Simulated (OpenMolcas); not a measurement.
**CH6BSb (SMILES C[BH][SbH2]), step by step**

Wanted: the energy (HF/ANO-R0), then a single-point energy (CASSCF(2,2)/ANO-R1), then the energy along one coordinate (CASPT2(2,2)/ANO-R1), then an energy scan (SC-NEVPT2(2,2)/ANO-R1), then the energy along one coordinate (MC-PDFT[tPBE](2,2)/ANO-R1) of CH6BSb. 

The results are computed with OpenMolcas 26.06.

**1. The system as given**

CH6BSb: 9 atoms, total charge 0, spin state singlet. SMILES: `C[BH][SbH2]`. The shape is that of a PBE0-D4/def2-TZVP optimisation. This is one conformer, not always the lowest.

Bond lengths: C1–B2 1.551 Å, B2–Sb3 2.227 Å, C1–H4 1.102 Å, C1–H5 1.095 Å, C1–H6 1.091 Å, B2–H7 1.199 Å, Sb3–H8 1.703 Å, Sb3–H9 1.705 Å. Some angles: C1–B2–Sb3 123.7°, C1–B2–H7 119.7°, Sb3–B2–H7 116.5°, B2–C1–H4 105.1°, B2–C1–H5 112.5°, B2–C1–H6 116.5°, B2–Sb3–H8 95.0°, B2–Sb3–H9 95.1°, H4–C1–H5 104.9°, H4–C1–H6 107.2°.

**2. A single-point energy at HF/ANO-R0 (sfX2C) (run 1)**

Contents of input.xyz:

```xyz
9

C     -0.696500     0.976700    -0.600500
B      0.386200    -0.132200    -0.547000
Sb     1.415200    -0.767000     1.323700
H     -1.637800     0.449300    -0.824500
H     -0.551700     1.662600    -1.441500
H     -0.856700     1.545300     0.316400
H      0.752700    -0.653500    -1.562200
H      1.258000    -2.435000     1.019200
H      0.019000    -0.692400     2.299200
```

Contents of step1.inp:

```
&GATEWAY
 Coord=input.xyz
 Basis=ANO-R0
 Group=NoSym

&SEWARD

&SCF
 PrOrbitals=0

&LOCALISATION
 Occupied
 Freeze
 Pipek-Mezey

&LOCALISATION
 FileOrb=$Project.LocOrb
 Virtual
 Pipek-Mezey
```

The run is started by

```bash
export MOLCAS_MEM=1860
pymolcas step1.inp > step1.log
```

Standard output:

```text
--- Start Module: gateway ---
[...]
--- Stop Module: gateway /rc=_RC_ALL_IS_WELL_ ---
[...]
      Basis functions           43
[...]
       Convergence after  11 Iterations
[...]
::    Total SCF energy                              -6543.5329085503
[...]
      Total spin, S                                     0.0000000000
[...]
      Total electronic charge=   68.000000
      Total            charge=   -0.000000
[...]
      Dipole Moment (debye):
      Origin of the operator (angstrom)=    1.1068   -0.5508    0.9777
                   X= -3.3890E-02               Y=  1.3721E+00               Z= -8.8585E-01           Total=  1.6336E+00
      Quadrupole Moment (debye*angstrom):
[...]
--- Start Module: localisation ---
[...]
--- Stop Module: localisation /rc=_RC_ALL_IS_WELL_ ---
--- Start Module: localisation ---
[...]
--- Stop Module: localisation /rc=_RC_ALL_IS_WELL_ ---
[...]
```

It took 6.6 s on 1 thread of Intel Xeon Platinum 8375C at 2.90GHz (Ice Lake), shared host; peak memory 0.42 GiB.

**3. A single-point energy at CASSCF(2,2)/ANO-R1 (sfX2C, RICD fitting) (run 2)**

input.xyz is that of step 2.

Contents of step2.input:

```
&GATEWAY
  COORD = input.xyz
  BASIS = ANO-R0
  GROUP = NoSym

&SEWARD

&RASSCF
  FILEORB = $CurrDir/step1.LocOrb
  ALTER = 2
  1 31 34
  1 35 43
  SPIN = 1
  NACTEL = 2 0 0
  INACTIVE = 33
  RAS2 = 2
  ORBLISTING = Nothing
>>> COPY $Project.RunFile RUNFIL1
>>> COPY $Project.RasOrb INPORB

&GATEWAY
  COORD = input.xyz
  BASIS = ANO-R1
  GROUP = NoSym
  RICD

&SEWARD
>>> COPY $Project.RunFile RUNFIL2

&EXPBAS

&RASSCF
  FILEORB = $Project.ExpOrb
  SPIN = 1
  NACTEL = 2 0 0
  INACTIVE = 33
  RAS2 = 2
  ORBLISTING = Nothing
```

The run is started by

```bash
export MOLCAS_MEM=1860
pymolcas step2.input > step2.log
```

Standard output:

```text
--- Start Module: gateway ---
[...]
--- Stop Module: gateway /rc=_RC_ALL_IS_WELL_ ---
[...]
      Basis functions           43
[...]
      Number of active orbitals                  2
[...]
      Spin quantum number                      0.0
[...]
      Active orbitals                            2
[...]
      Number of CSFs                             3
[...]
      Number of root(s) required                 1
[...]
      Convergence after 15 iterations
[...]
      printout of CI-coefficients larger than  0.05 for root  1
      energy=   -6543.542838
      conf/sym  11     Coeff  Weight
             1  20   0.99690 0.99380
             3  02  -0.07873 0.00620
      Natural orbitals and occupation numbers for root  1
      sym 1:   1.987604   0.012396
      ************************************************************************************************************************
      *                                                    Final results                                                     *
[...]
::    RASSCF root number  1 Total energy:  -6543.54283833
[...]
      Basis functions          101
[...]
--- Start Module: expbas ---
[...]
--- Stop Module: expbas /rc=_RC_ALL_IS_WELL_ ---
--- Start Module: rasscf ---
[...]
      Convergence after 12 iterations
[...]
      Natural orbitals and occupation numbers for root  1
      sym 1:   1.987934   0.012066
      ************************************************************************************************************************
      *                                                    Final results                                                     *
[...]
::    RASSCF root number  1 Total energy:  -6544.07658835
[...]
      Total electronic charge=   68.000000
      Total            charge=   -0.000000
[...]
      Dipole Moment (debye):
      Origin of the operator (angstrom)=    1.1068   -0.5508    0.9777
                   X= -8.5969E-01               Y=  7.4337E-01               Z= -1.0176E+00           Total=  1.5255E+00
      Quadrupole Moment (debye*angstrom):
[...]
--- Stop Module: rasscf /rc=_RC_ALL_IS_WELL_ ---
[...]
```

Run time: 25 s. Hardware: 1 thread of Intel Xeon Platinum 8375C at 2.90GHz (Ice Lake), shared host; peak memory 0.42 GiB.

**4. An energy scan at CASPT2(2,2)/ANO-R1 (sfX2C, RICD fitting, ipea shift 0.25 Eh, pt2 variant SS) (run 3)**

Contents of step3.inp:

```
>>> COPY $CurrDir/step2.RasOrb $Project.RasOrb
>>> ForEach K in (1, 2, 3, 4, 5, 6, 7, 8, 9)

&GATEWAY
 COORD
 $CurrDir/point$K.xyz
 BASIS
 ANO-R1
 GROUP
 NoSym
 RICD

&SEWARD

&RASSCF
 FILEORB
 $Project.RasOrb
 SPIN
 1
 NACTEL
 2 0 0
 INACTIVE
 33
 RAS2
 2
 ORBLISTING
 Nothing

&CASPT2
 IMAGINARY
 0.2
 FROZEN
 20
>>> EndDo
```

The run is started by

```bash
export MOLCAS_MEM=1860
pymolcas step3.inp > step3.log
```

Standard output:

```text
[...]
      Basis functions          101
[...]
      Number of active orbitals                  2
[...]
      Spin quantum number                      0.0
[...]
      Active orbitals                            2
[...]
      Number of CSFs                             3
[...]
      Number of root(s) required                 1
[...]
      Convergence after 13 iterations
[...]
      Natural orbitals and occupation numbers for root  1
      sym 1:   1.992585   0.007415
      ************************************************************************************************************************
      *                                                    Final results                                                     *
[...]
::    RASSCF root number  1 Total energy:  -6544.05403479
[...]
::    CASPT2 Root  1     Total energy:  -6544.73822493
[...]
      Convergence after 11 iterations
[...]
      Natural orbitals and occupation numbers for root  1
      sym 1:   1.987924   0.012076
      ************************************************************************************************************************
      *                                                    Final results                                                     *
[...]
      Convergence after 12 iterations
[...]
      Natural orbitals and occupation numbers for root  1
      sym 1:   1.805716   0.194284
      ************************************************************************************************************************
      *                                                    Final results                                                     *
[...]
      Convergence after 12 iterations
[...]
      Natural orbitals and occupation numbers for root  1
      sym 1:   1.592515   0.407485
      ************************************************************************************************************************
      *                                                    Final results                                                     *
[...]
      Convergence after 10 iterations
[...]
      Natural orbitals and occupation numbers for root  1
      sym 1:   1.307386   0.692614
      ************************************************************************************************************************
      *                                                    Final results                                                     *
[...]
::    RASSCF root number  1 Total energy:  -6543.92477184
[...]
::    CASPT2 Root  1     Total energy:  -6544.58114840
[...]
      Convergence after  9 iterations
[...]
::    RASSCF root number  1 Total energy:  -6543.92142565
[...]
::    CASPT2 Root  1     Total energy:  -6544.57598059
[...]
```

It took 3.1 min on 1 thread of Intel Xeon Platinum 8375C at 2.90GHz (Ice Lake), shared host; peak memory 0.27 GiB.

The scan, from its lowest point:

| B2–C1 (Å) | energy (kJ/mol) |
| --- | --- |
| 1.396 | 49.0 |
| 1.551 | 0.0 |
| 1.706 | 17.1 |
| 1.938 | 92.0 |
| 2.249 | 209.5 |
| 2.636 | 328.7 |
| 3.101 | 415.3 |
| 3.722 | 461.4 |
| 4.652 | 475.0 |

**5. The energy along one coordinate at SC-NEVPT2(2,2)/ANO-R1 (sfX2C, RICD fitting, pt2 variant SC-NEVPT2) (run 4)**

Contents of step4.input:

```
>>> COPY $CurrDir/step2.RasOrb $Project.RasOrb
>>> ForEach K in (1, 2, 3, 4, 5, 6, 7, 8, 9)

&GATEWAY
 Coord=$CurrDir/point$K.xyz
 Basis=ANO-R1
 Group=NoSym
 RICD

&SEWARD

&RASSCF
 FileOrb=$Project.RasOrb
 Spin=1
 Nactel=2 0 0
 Inactive=33
 Ras2=2
 OrbListing=Nothing

&CASPT2
 SC-NEVPT2
 Frozen=20
>>> EndDo
```

The run is started by

```bash
export MOLCAS_MEM=1860
pymolcas step4.input > step4.log
```

Standard output:

```text
[...]
      Basis functions          101
[...]
      Number of active orbitals                  2
[...]
      Spin quantum number                      0.0
[...]
      Active orbitals                            2
[...]
      Number of CSFs                             3
[...]
      Number of root(s) required                 1
[...]
      Convergence after 13 iterations
[...]
      printout of CI-coefficients larger than  0.05 for root  1
      energy=   -6544.054035
      conf/sym  11     Coeff  Weight
             1  20   0.99814 0.99629
             3  02  -0.06089 0.00371
      Natural orbitals and occupation numbers for root  1
      sym 1:   1.992585   0.007415
      ************************************************************************************************************************
      *                                                    Final results                                                     *
[...]
::    RASSCF root number  1 Total energy:  -6544.05403479
[...]
      E2 (Variational):          -0.6797509652
[...]
::    SC-NEVPT2 Root  1     Total energy:  -6544.73373773
[...]
      Convergence after 11 iterations
[...]
      Natural orbitals and occupation numbers for root  1
      sym 1:   1.987924   0.012076
      ************************************************************************************************************************
      *                                                    Final results                                                     *
[...]
      Convergence after 12 iterations
[...]
      Natural orbitals and occupation numbers for root  1
      sym 1:   1.805716   0.194284
      ************************************************************************************************************************
      *                                                    Final results                                                     *
[...]
      Convergence after 12 iterations
[...]
      Natural orbitals and occupation numbers for root  1
      sym 1:   1.592515   0.407485
      ************************************************************************************************************************
      *                                                    Final results                                                     *
[...]
      Convergence after 10 iterations
[...]
::    RASSCF root number  1 Total energy:  -6543.92477184
[...]
::    SC-NEVPT2 Root  1     Total energy:  -6544.57739481
[...]
      Convergence after  9 iterations
[...]
::    RASSCF root number  1 Total energy:  -6543.92142565
[...]
      E2 (Variational):          -0.6510368126
[...]
      Reference weight:           0.84103
[...]
::    SC-NEVPT2 Root  1     Total energy:  -6544.57246246
[...]
```

Wall time 2.9 min (1 thread of Intel Xeon Platinum 8375C at 2.90GHz (Ice Lake), shared host); peak memory 0.27 GiB.

The scan, from its lowest point:

| B2–C1 (Å) | energy (kJ/mol) |
| --- | --- |
| 1.396 | 51.4 |
| 1.551 | 0.0 |
| 1.706 | 15.0 |
| 1.938 | 87.6 |
| 2.249 | 204.4 |
| 2.636 | 325.9 |
| 3.101 | 415.5 |
| 3.722 | 461.9 |
| 4.652 | 474.9 |

**6. The energy along one coordinate at MC-PDFT[tPBE](2,2)/ANO-R1 (sfX2C, RICD fitting) (run 5)**

Contents of step5.input:

```
* CH6BSb MC-PDFT
>>> COPY $CurrDir/step2.RasOrb $Project.RasOrb
>>> ForEach K in (1, 2, 3, 4, 5, 6, 7, 8, 9)

&GATEWAY
 Coord
 $CurrDir/point$K.xyz
 Basis
 ANO-R1
 Group
 NoSym
 RICD

&SEWARD

&RASSCF
 FileOrb
 $Project.RasOrb
 Spin
 1
 Nactel
 2 0 0
 Inactive
 33
 Ras2
 2
 OrbListing
 Nothing

&MCPDFT
 KSDFT
 T:PBE
>>> EndDo
```

The run is started by

```bash
export MOLCAS_MEM=1860
pymolcas step5.input > step5.log
```

Standard output:

```text
--- Start Module: gateway ---
[...]
      Basis functions          101
[...]
      Number of active orbitals                  2
[...]
      Spin quantum number                      0.0
[...]
      Active orbitals                            2
[...]
      Number of CSFs                             3
[...]
      Number of root(s) required                 1
[...]
      Convergence after 13 iterations
[...]
      printout of CI-coefficients larger than  0.05 for root  1
      energy=   -6544.054035
      conf/sym  11     Coeff  Weight
             1  20   0.99814 0.99629
             3  02  -0.06089 0.00371
      Natural orbitals and occupation numbers for root  1
      sym 1:   1.992585   0.007415
      ************************************************************************************************************************
      *                                                    Final results                                                     *
[...]
::    RASSCF root number  1 Total energy:  -6544.05403479
[...]
::    MCPDFT root number  1 Total energy:  -6546.81115715
[...]
      Convergence after 11 iterations
[...]
      Natural orbitals and occupation numbers for root  1
      sym 1:   1.987924   0.012076
      ************************************************************************************************************************
      *                                                    Final results                                                     *
[...]
      Convergence after 12 iterations
[...]
      Natural orbitals and occupation numbers for root  1
      sym 1:   1.805716   0.194284
      ************************************************************************************************************************
      *                                                    Final results                                                     *
[...]
      Convergence after 12 iterations
[...]
      Natural orbitals and occupation numbers for root  1
      sym 1:   1.592515   0.407485
      ************************************************************************************************************************
      *                                                    Final results                                                     *
[...]
      Convergence after 10 iterations
[...]
::    RASSCF root number  1 Total energy:  -6543.92477184
[...]
::    MCPDFT root number  1 Total energy:  -6546.64097678
[...]
      Convergence after  9 iterations
[...]
::    RASSCF root number  1 Total energy:  -6543.92142565
[...]
      Total electronic charge=   68.000000
      Total            charge=   -0.000000
[...]
::    MCPDFT root number  1 Total energy:  -6546.63602335
[...]
```

Run time: 3 min. Hardware: 1 thread of Intel Xeon Platinum 8375C at 2.90GHz (Ice Lake), shared host; peak memory 0.27 GiB.

The scan, from its lowest point:

| B2–C1 (Å) | energy (kJ/mol) |
| --- | --- |
| 1.396 | 43.8 |
| 1.551 | 0.0 |
| 1.706 | 19.4 |
| 1.938 | 95.4 |
| 2.249 | 214.8 |
| 2.636 | 341.0 |
| 3.101 | 438.3 |
| 3.722 | 490.6 |
| 4.652 | 503.6 |

**7. Results**

| quantity | value |
| --- | --- |
| run 1, HF/ANO-R0: total energy | -6543.53291 Eh |
| run 1, HF/ANO-R0: dipole moment | 1.63 D |
| run 1, HF/ANO-R0: HOMO energy | -10.40 eV |
| run 1, HF/ANO-R0: LUMO energy | 0.80 eV |
| run 1, HF/ANO-R0: HOMO–LUMO gap | 11.20 eV |
| run 2, CASSCF(2,2)/ANO-R1: total energy | -6544.07659 Eh |
| run 2, CASSCF(2,2)/ANO-R1: dipole moment (CASSCF density) | 1.53 D |
| run 3, CASPT2(2,2)/ANO-R1: lowest energy of the scan | -6544.75690 Eh |
| run 4, SC-NEVPT2(2,2)/ANO-R1: lowest energy of the scan | -6544.75333 Eh |
| run 5, MC-PDFT[tPBE](2,2)/ANO-R1: lowest energy of the scan | -6546.82783 Eh |
